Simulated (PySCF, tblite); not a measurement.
**C₃H₁₂GeOSi, a small molecule taken as a stand-in for a surface group: NMR shifts, core binding energies and electronic excitations**

Aim: the NMR shifts, core binding energies and electronic excitations of `[CH3][Ge]([CH3])([CH3])[O][SiH3]`.

Computed with tblite 0.8.0 and PySCF 2.14.0; each step states its level. No surroundings beyond the atoms listed, unless a continuum is named. Atoms count from 0, parts from 1.

### 1 The system as given

18 atoms, charge 0, multiplicity 1; geometry: distance geometry start.

### 2 Geometry optimisation with GFN2-xTB

What the job is given:

```
{"job": {"kind": "relax", "xc": "GFN2-xTB", "basis": "xTB"}, "charge": 0, "multiplicity": 1}
Ge     0.547360    -1.169865    -0.185583
C      1.426162     0.409882    -0.884106
C     -1.351075    -0.993329    -0.438402
O      0.882942    -1.309340     1.631756
Si     2.529788    -1.391287     2.343886
C      1.184012    -2.722321    -1.090242
H      2.049824     0.836372    -0.115369
H      0.706051     1.113541    -1.145817
H      2.000514     0.171817    -1.693749
H     -1.868928    -1.296852     0.424047
H     -1.646369    -1.583123    -1.247984
H     -1.602041    -0.003144    -0.650741
H      3.003379    -0.083298     2.570738
H      3.394725    -2.086226     1.474443
H      2.458158    -2.107426     3.601027
H      1.768892    -3.295684    -0.445818
H      0.398469    -3.284397    -1.462647
H      1.770384    -2.438616    -1.895569
```

Level: GFN2-xTB geometry optimisation, gas phase.

Started as:

```console
OMP_NUM_THREADS=1 python cluster_run.py task.json out
```

The driver reads the jobs from task.json and runs them one after another.

The program printed:

```text
step      E/eV     max force
  0    -552.09646    3.464
  1    -552.65842    1.884
  2    -552.84329    0.877
  3    -552.87614    0.538
  4    -552.94255    0.501
  5    -552.96621    0.489
  6    -553.00568    0.374
  7    -553.02542    0.323
  8    -553.03741    0.253
  9    -553.04354    0.201
 10    -553.04839    0.175
 11    -553.05349    0.186
 12    -553.06074    0.393
 13    -553.07122    0.528
 14    -553.08274    0.457
 15    -553.09097    0.226
 16    -553.09709    0.222
 17    -553.10355    0.293
 18    -553.11036    0.310
 19    -553.11655    0.246
 20    -553.12111    0.186
 21    -553.12439    0.143
 22    -553.12730    0.186
 23    -553.12972    0.167
 24    -553.13141    0.105
 25    -553.13298    0.130
 26    -553.13490    0.156
 27    -553.13702    0.157
 28    -553.13875    0.122
 29    -553.13996    0.079
 30    -553.14094    0.074
 31    -553.14192    0.095
 32    -553.14274    0.070
 33    -553.14328    0.069
 34    -553.14377    0.082
 35    -553.14457    0.099
 36    -553.14596    0.154
 37    -553.14781    0.164
 38    -553.14935    0.106
 39    -553.15022    0.065
 40    -553.15081    0.066
 41    -553.15157    0.085
 42    -553.15266    0.108
 43    -553.15394    0.101
 44    -553.15511    0.078
 45    -553.15615    0.063
 46    -553.15707    0.068
 47    -553.15786    0.070
 48    -553.15862    0.074
 49    -553.15954    0.071
 50    -553.16077    0.088
 51    -553.16226    0.101
 52    -553.16376    0.103
 53    -553.16510    0.097
 54    -553.16617    0.089
 55    -553.16705    0.054
 56    -553.16755    0.048
 57    -553.16801    0.059
 58    -553.16842    0.073
 59    -553.16889    0.072
 60    -553.16923    0.051
 61    -553.16942    0.026
 62    -553.16952    0.023
 63    -553.16962    0.026
 64    -553.16980    0.050
 65    -553.17013    0.082
 66    -553.17061    0.101
 67    -553.17119    0.091
 68    -553.17177    0.058
 69    -553.17234    0.052
 70    -553.17295    0.082
 71    -553.17373    0.100
 72    -553.17452    0.084
 73    -553.17470    0.122
 74    -553.17543    0.079
 75    -553.17600    0.051
 76    -553.17678    0.039
 77    -553.17820    0.069
 78    -553.17893    0.060
 79    -553.17929    0.032
 80    -553.17947    0.029
 81    -553.17962    0.029
 82    -553.17979    0.038
 83    -553.17997    0.031
 84    -553.18013    0.033
 85    -553.18028    0.036
 86    -553.18051    0.044
 87    -553.18086    0.062
 88    -553.18135    0.078
 89    -553.18195    0.087
 90    -553.18265    0.066
 91    -553.18246    0.160
 92    -553.18385    0.074
 93    -553.18455    0.063
 94    -553.18699    0.100
 95    -553.18826    0.105
 96    -553.19137    0.137
 97    -553.19293    0.101
 98    -553.19379    0.077
 99    -553.19444    0.061
100    -553.19509    0.054
101    -553.19560    0.065
102    -553.19590    0.033
103    -553.19609    0.034
104    -553.19624    0.028
105    -553.19640    0.029
106    -553.19656    0.034
107    -553.19674    0.036
108    -553.19692    0.037
109    -553.19714    0.043
110    -553.19738    0.041
111    -553.19761    0.045
112    -553.19789    0.037
113    -553.19821    0.050
114    -553.19870    0.068
115    -553.19929    0.068
116    -553.19978    0.059
117    -553.19990    0.090
118    -553.20038    0.035
119    -553.20066    0.027
120    -553.20128    0.041
121    -553.20168    0.044
122    -553.20208    0.058
123    -553.20255    0.057
124    -553.20301    0.064
125    -553.20344    0.062
126    -553.20375    0.047
127    -553.20408    0.038
128    -553.20448    0.049
129    -553.20493    0.054
130    -553.20559    0.064
131    -553.20608    0.063
132    -553.20636    0.055
133    -553.20672    0.051
134    -553.20702    0.034
135    -553.20738    0.030
136    -553.20751    0.029
137    -553.20769    0.025
138    -553.20782    0.025
139    -553.20798    0.028
140    -553.20817    0.027
141    -553.20838    0.029
142    -553.20855    0.036
143    -553.20862    0.041
144    -553.20875    0.029
145    -553.20883    0.025
146    -553.20896    0.022
147    -553.20907    0.030
148    -553.20927    0.037
149    -553.20947    0.040
150    -553.20982    0.033
151    -553.21009    0.035
152    -553.21033    0.037
153    -553.21052    0.035
154    -553.21067    0.057
155    -553.21088    0.028
156    -553.21113    0.028
157    -553.21133    0.026
158    -553.21155    0.036
159    -553.21174    0.033
160    -553.21192    0.023
161    -553.21207    0.026
162    -553.21219    0.032
163    -553.21225    0.045
164    -553.21240    0.031
165    -553.21249    0.016
166    -553.21256    0.019
167    -553.21261    0.019
168    -553.21268    0.018
169    -553.21276    0.019
170    -553.21285    0.024
171    -553.21295    0.021
172    -553.21307    0.039
173    -553.21320    0.032
174    -553.21337    0.032
175    -553.21357    0.028
176    -553.21372    0.033
177    -553.21393    0.025
178    -553.21408    0.026
179    -553.21421    0.026
180    -553.21431    0.025
181    -553.21440    0.021
182    -553.21449    0.020
183    -553.21457    0.031
184    -553.21465    0.036
185    -553.21473    0.027
186    -553.21486    0.023
187    -553.21494    0.021
188    -553.21506    0.028
189    -553.21516    0.030
190    -553.21529    0.028
191    -553.21551    0.028
192    -553.21566    0.029
193    -553.21592    0.044
194    -553.21621    0.051
195    -553.21608    0.116
196    -553.21681    0.053
197    -553.21707    0.040
198    -553.21759    0.058
199    -553.21781    0.042
200    -553.21828    0.062
201    -553.21828    0.062
202    -553.22235    0.198
203    -553.22138    0.308
204    -553.22297    0.152
205    -553.22286    0.358
206    -553.22638    0.035
207    -553.22795    0.031
208    -553.22883    0.225
209    -553.23030    0.053
210    -553.23137    0.034
211    -553.23296    0.083
212    -553.23351    0.115
213    -553.23424    0.178
214    -553.23420    0.118
215    -553.23479    0.103
216    -553.23310    0.218
217    -553.23510    0.059
218    -553.23461    0.155
219    -553.23532    0.055
220    -553.23363    0.180
221    -553.23555    0.013
222    -553.23559    0.038
223    -553.23566    0.016
224    -553.23571    0.007
```

It took 4.4 s on 1 thread of Arm Neoverse V1, shared host.

Relaxation path:

```tsv
step	energy from step 0 (eV)	largest force (eV/Å)
0	0.0000	3.4638
9	-0.9471	0.2007
18	-1.0139	0.3101
27	-1.0406	0.1577
36	-1.0495	0.1533
45	-1.0597	0.0633
54	-1.0697	0.0893
63	-1.0732	0.0266
72	-1.0781	0.0838
81	-1.0832	0.0288
90	-1.0862	0.0659
99	-1.0980	0.0617
108	-1.1005	0.0365
117	-1.1034	0.0899
126	-1.1073	0.0470
135	-1.1109	0.0296
144	-1.1123	0.0297
153	-1.1141	0.0350
162	-1.1157	0.0318
171	-1.1165	0.0213
180	-1.1178	0.0247
189	-1.1187	0.0309
198	-1.1211	0.0581
207	-1.1315	0.0314
216	-1.1366	0.2180
224	-1.1393	0.0075
```

Close pairs (by a distance rule), those that changed most:

```tsv
bond	before (Å)	after (Å)	change (Å)
O3–Si4	1.796	1.610	-0.186
Ge0–C5	1.906	1.989	+0.082
Ge0–O3	1.853	1.774	-0.080
C1–H8	1.021	1.086	+0.066
Ge0–C2	1.923	1.985	+0.062
Si4–H13	1.410	1.468	+0.058
Si4–H12	1.409	1.467	+0.058
Ge0–C1	1.938	1.989	+0.051
```

### 3 Geometry optimisation at PBE0-D3(BJ)/def2-SVP

What the job is given:

```
{"job": {"xc": "PBE0", "basis": "def2-SVP", "d3": "d3bj", "grid": 2, "kind": "geom", "shake": 0.01}, "charge": 0, "multiplicity": 1}
Ge    -0.380956     0.034354    -0.313988
C      0.475236     1.687355    -1.038439
C     -2.337939     0.315844     0.122290
O      0.376190    -0.253217     1.256892
Si     1.712114    -0.410568     2.079851
C     -0.050866    -1.557252    -1.415351
H      0.391793     2.511683    -0.332800
H      0.042419     1.991595    -1.982614
H      1.536856     1.515133    -1.184992
H     -2.707004    -0.558518     0.656565
H     -2.912847     0.474190    -0.760830
H     -2.435337     1.180665     0.787456
H      2.376381     0.900143     2.132215
H      2.578250    -1.387953     1.460608
H      1.261511    -0.854075     3.409139
H      1.021856    -1.700002    -1.522902
H     -0.465501    -2.429697    -0.934407
H     -0.500930    -1.454041    -2.392778
```

The program printed:

```text
step   0  E = -2562.22618425  max force = 0.044409
step   1  E = -2562.23789599  max force = 0.009724
step   2  E = -2562.23830376  max force = 0.003214
step   3  E = -2562.23841486  max force = 0.001604
step   4  E = -2562.23849370  max force = 0.001878
step   5  E = -2562.23855468  max force = 0.001603
step   6  E = -2562.23860068  max force = 0.000866
step   7  E = -2562.23861876  max force = 0.000436
step   8  E = -2562.23862557  max force = 0.000197
optimisation converged
```

Wall time 3 min (1 thread of Arm Neoverse V1, shared host); peak memory 0.83 GiB.

Along the way:

```tsv
step	energy from step 0 (eV)	largest force component (eV/Å)
0	0.0000	2.2836
1	-0.3187	0.5000
2	-0.3298	0.1653
3	-0.3328	0.0825
4	-0.3350	0.0966
5	-0.3366	0.0824
6	-0.3379	0.0445
7	-0.3384	0.0224
8	-0.3385	0.0101
```

Close pairs (by a distance rule), those that changed most:

```tsv
bond	before (Å)	after (Å)	change (Å)
Ge0–C2	2.025	1.940	-0.084
O3–Si4	1.577	1.647	+0.070
Si4–H13	1.445	1.500	+0.055
Ge0–C1	1.998	1.947	-0.051
C2–H10	1.066	1.100	+0.035
Ge0–O3	1.767	1.797	+0.030
Si4–H12	1.470	1.499	+0.029
C5–H16	1.079	1.100	+0.021
```

The next job starts from the end point, and lists it.

```tsv
at the end point	value
point group (found at 0.08 Å tolerance)	C1
rotational constants (GHz, main isotopes)	2.799, 1.186, 1.185
dipole moment (D)	2.05
```

### 4 Nuclear shieldings: PBE0/pcSseg-1

What the job is given:

```
{"job": {"kind": "nmr", "xc": "PBE0", "basis": "pcSseg-1"}, "charge": 0, "multiplicity": 1}
Ge    -0.428948     0.056712    -0.267496
C      0.342731     1.727117    -0.903721
C     -2.352910     0.165309    -0.041452
O      0.210048    -0.235293     1.386442
Si     1.691115    -0.390480     2.090657
C      0.106099    -1.455855    -1.369818
H      0.116240     2.543799    -0.202664
H     -0.069005     1.990414    -1.889921
H      1.435663     1.643125    -0.996913
H     -2.734130    -0.760722     0.412632
H     -2.849459     0.309972    -1.012810
H     -2.613716     1.007860     0.615078
H      2.479866     0.881932     2.005758
H      2.504584    -1.467449     1.435639
H      1.510143    -0.741836     3.530038
H      1.202240    -1.532864    -1.420104
H     -0.289127    -2.393014    -0.951459
H     -0.280126    -1.340571    -2.394046
```

Level: GIAO PBE0/pcSseg-1 NMR shielding, non-relativistic, gas phase.

The program printed:

```text
coarse grid: 64216 points
cycle   1  E = -2562.2777603311  dE = -5.164e-01  |g| = 1.226e+00  |ddm| = 3.737e+00
cycle   2  E = -2561.9580914039  dE =  3.197e-01  |g| = 1.757e+00  |ddm| = 2.060e+00
cycle   3  E = -2562.4499552878  dE = -4.919e-01  |g| = 3.369e-01  |ddm| = 1.624e+00
cycle   4  E = -2562.4701486594  dE = -2.019e-02  |g| = 7.269e-02  |ddm| = 2.777e-01
cycle   5  E = -2562.4708899978  dE = -7.413e-04  |g| = 6.365e-03  |ddm| = 4.720e-02
cycle   6  E = -2562.4708942761  dE = -4.278e-06  |g| = 2.670e-03  |ddm| = 7.398e-03
final grid: 134264 points
cycle   7  E = -2562.4709474361  dE =  9.074e-08  |g| = 2.864e-03  |ddm| = 5.147e-03
cycle   8  E = -2562.4709470737  dE =  3.624e-07  |g| = 3.222e-03  |ddm| = 4.863e-03
cycle   9  E = -2562.4709491716  dE = -2.098e-06  |g| = 1.800e-04  |ddm| = 2.513e-03
cycle  10  E = -2562.4709491769  dE = -5.290e-09  |g| = 6.263e-05  |ddm| = 1.783e-04
cycle  11  E = -2562.4709491775  dE = -6.694e-10  |g| = 4.674e-06  |ddm| = 4.568e-05
converged SCF energy = -2562.4709491775

GIAO shielding tensors (ppm)
atom      isotropic    diamagn.    paramagn.     s11        s22        s33       span
  0 Ge    1213.011    2757.022   -1544.010   1159.778   1183.560   1295.696    135.917
  1 C      183.699     254.416     -70.717    176.895    182.066    192.137     15.242
  2 C      183.157     253.160     -70.003    173.304    183.315    192.852     19.548
  3 O      312.458     404.502     -92.044    244.530    345.995    346.851    102.321
  4 Si     395.095     879.796    -484.701    344.601    357.515    483.168    138.567
  5 C      184.100     254.352     -70.252    176.408    183.369    192.521     16.113
  6 H       30.817      31.095      -0.278     26.332     27.798     38.320     11.988
  7 H       31.199      30.486       0.713     26.440     28.099     39.059     12.619
  8 H       30.759      32.013      -1.255     26.037     28.333     37.906     11.869
  9 H       30.764      30.180       0.585     25.926     28.028     38.338     12.412
 10 H       31.281      29.718       1.563     26.439     28.187     39.216     12.776
 11 H       30.772      30.207       0.565     25.921     28.060     38.336     12.415
 12 H       26.296      29.702      -3.406     22.455     24.830     31.604      9.149
 13 H       26.283      29.858      -3.575     22.412     24.921     31.516      9.104
 14 H       26.311      28.643      -2.333     22.751     24.072     32.109      9.358
 15 H       30.684      31.970      -1.286     25.811     28.369     37.871     12.060
 16 H       30.872      30.966      -0.094     26.317     27.846     38.455     12.138
 17 H       31.229      30.468       0.761     26.475     28.123     39.087     12.612
```

Run time: 42 s. Hardware: 1 thread of Arm Neoverse V1, shared host; peak memory 0.98 GiB.

The references, computed at this level on geometries of the same kind, shield at (ppm): $^{1}$H TMS 31.27, $^{13}$C TMS 184.4, $^{29}$Si TMS 352.0, $^{17}$O H2O 334.6, $^{73}$Ge GeMe4 1330. Their shielding less the atom's gives the shift. The references are single molecules in the gas phase, so shifts against H2O, NH3, PH3, H3PO4 or CFCl3 are not on the usual liquid scales and can be off by tens of ppm.

```tsv
atoms	environment	σ (ppm)	δ (ppm)
C2	carbon bonded to Ge, 3 H	183.2	1.3
C1	carbon bonded to Ge, 3 H	183.7	0.7
C5	carbon bonded to Ge, 3 H	184.1	0.3
H13	hydrogen on a silicon bonded to O	26.28	4.98
H12	hydrogen on a silicon bonded to O	26.30	4.97
H14	hydrogen on a silicon bonded to O	26.31	4.96
H15	hydrogen on a carbon bonded to Ge	30.68	0.58
H8	hydrogen on a carbon bonded to Ge	30.76	0.51
H9	hydrogen on a carbon bonded to Ge	30.76	0.50
H11	hydrogen on a carbon bonded to Ge	30.77	0.49
H6	hydrogen on a carbon bonded to Ge	30.82	0.45
H16	hydrogen on a carbon bonded to Ge	30.87	0.39
H7	hydrogen on a carbon bonded to Ge	31.20	0.07
H17	hydrogen on a carbon bonded to Ge	31.23	0.04
H10	hydrogen on a carbon bonded to Ge	31.28	-0.01
Ge0	germanium bonded to 3 C, O	1213	117
O3	oxygen bonded to Ge, Si	312.5	22.1
Si4	silicon bonded to O, 3 H	395.1	-43.1
```

The run also stored atomic charges by several schemes (e):

```tsv
atoms	Mulliken	IAO	Hirshfeld	ESP fit
Ge0	0.96	1.17	0.50	1.19
C1	-0.57	-0.70	-0.21	-0.76
C2	-0.55	-0.70	-0.21	-0.82
O3	-0.86	-0.85	-0.34	-0.62
Si4	0.69	0.84	0.35	0.56
C5	-0.57	-0.70	-0.21	-0.76
```

Mayer bond orders: Ge0–C1 1.00, Ge0–C2 1.02, Ge0–O3 0.69, O3–Si4 1.00, Ge0–C5 1.00.

The fields below are evaluated on a grid from the run's orbitals.

Frontier orbitals at PBE0/pcSseg-1, with the share of their density that lies nearest to each atom:

```tsv
orbital	energy (eV)	lies on
HOMO	-7.92	O3 38 %; C1, C5 about 11 % each; H12, H13 about 10 % each
LUMO	0.49	O3 15 %; Si4 12 %; H12, H13, H14 about 12 % each
```

ELF in a plane through or near 4 of the atoms.

Values, 10 rows by 14 columns:
```
0.00 0.00 0.00 0.00 0.00 0.00 0.00 0.00 0.00 0.00 0.00 0.00 0.00 0.00
0.00 0.00 0.00 0.00 0.00 0.00 0.00 0.00 0.00 0.00 0.00 0.00 0.00 0.00
0.00 0.00 0.00 0.00 0.00 0.00 0.06 0.22 0.13 0.17 0.00 0.00 0.00 0.00
0.00 0.00 0.01 0.19 0.02 0.07 0.96 0.76 0.96 0.99 0.25 0.00 0.00 0.00
0.00 0.00 0.01 0.13 0.05 0.02 0.86 0.67 0.64 0.74 0.03 0.00 0.00 0.00
0.00 0.00 0.00 0.07 0.06 0.00 0.02 0.09 0.07 0.02 0.00 0.00 0.00 0.00
0.00 0.00 0.05 0.76 0.30 0.02 0.98 0.87 0.89 0.99 0.24 0.00 0.00 0.00
0.00 0.00 0.00 0.02 0.01 0.02 0.86 0.57 0.60 0.91 0.07 0.00 0.00 0.00
0.00 0.00 0.00 0.00 0.00 0.00 0.01 0.05 0.05 0.01 0.00 0.00 0.00 0.00
0.00 0.00 0.00 0.00 0.00 0.00 0.00 0.00 0.00 0.00 0.00 0.00 0.00 0.00
```
The map spans 12.1 Å across and 10.2 Å up, centred on the molecule. Atoms in the plane (x, y in Å): H7 (1.5, 1.7), H8 (-0.3, 1.5), H15 (-0.2, -1.7), H17 (1.5, -1.7).

On the surface of density 0.002 e/bohr³ the electrostatic potential runs, from the 1st to the 99th percentile, from -1.22 V near O3 to 1.07 V near H7.

(Part 1 of 2 ends here.)
